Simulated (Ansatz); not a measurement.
What does this script print? It uses Ansatz's Python interface.

The script reads `ch3se.xyz`:
```text
5

C    -0.16670   -0.00460   -0.00340
Se    1.77530    0.04920    0.03610
H    -0.50170   -0.65200   -0.83970
H    -0.56220    1.02160   -0.14880
H    -0.54480   -0.41430    0.95570
```

The script, `relaxed_scan.py`:
```python
"""Relaxed scan of one distance in CH3Se(-)."""

import ansatz as az
import numpy as np

BASIS = "def2-SVP"
XC = "PBE"
NET_CHARGE = -1


def main() -> None:
    system = az.Crystal.molecule_from_extxyz("ch3se.xyz")

    model = system.calculation().basis(gaussian=BASIS).functional(XC).charge(NET_CHARGE)
    symbols = [site.symbol for site in system.cartesian_sites]
    pairs = [(0, 1), (0, 2), (0, 3), (0, 4)]
    print("held (A)   E (eV)        ", "  ".join(f"{symbols[i]}{i}-{symbols[j]}{j}" for i, j in pairs))
    for length in [1.02, 1.11, 1.2, 1.33, 1.5]:
        data = model.relax(constraints=[az.DistanceConstraint((0, 4), at=length)], force_tolerance=0.02, max_steps=60).run(threads=1).report
        xyz = np.array(data["positions_ang"])
        print(f"{length:6.2f} {data['free_energy_ev']:14.5f}  ", "  ".join(f"{np.linalg.norm(xyz[i] - xyz[j]):.3f}" for i, j in pairs))


if __name__ == "__main__":
    main()
```

```console
$ python relaxed_scan.py
held (A)   E (eV)         C0-Se1  C0-H2  C0-H3  C0-H4
DeckWarning: relax.constraints: the input's atoms, or those drawn, lie off the distances that are held; a relaxation that starts there is brought onto them ahead of its first SCF, by positions alone, an atom by 4.47e-2 Å at the most. With the symmetry [...]
  1.02   -66415.41098   1.991  1.117  1.117  1.020
  1.11   -66415.57453   1.983  1.117  1.117  1.110
  1.20   -66415.49309   1.975  1.116  1.116  1.200
  1.33   -66415.16430   1.957  1.115  1.115  1.330
  1.50   -66414.62958   1.928  1.113  1.113  1.500
```
(Warnings from the package without file and line, shortened, repeats left out.)

The settings weren't tested for convergence. The energies are electronic: no zero-point or thermal terms, and the basis set is short of its limit. Anions want diffuse functions, which this basis lacks. Hardware and time: 28 s on 1 thread of Arm Neoverse V1, on a shared host, peak memory 0.18 GiB.
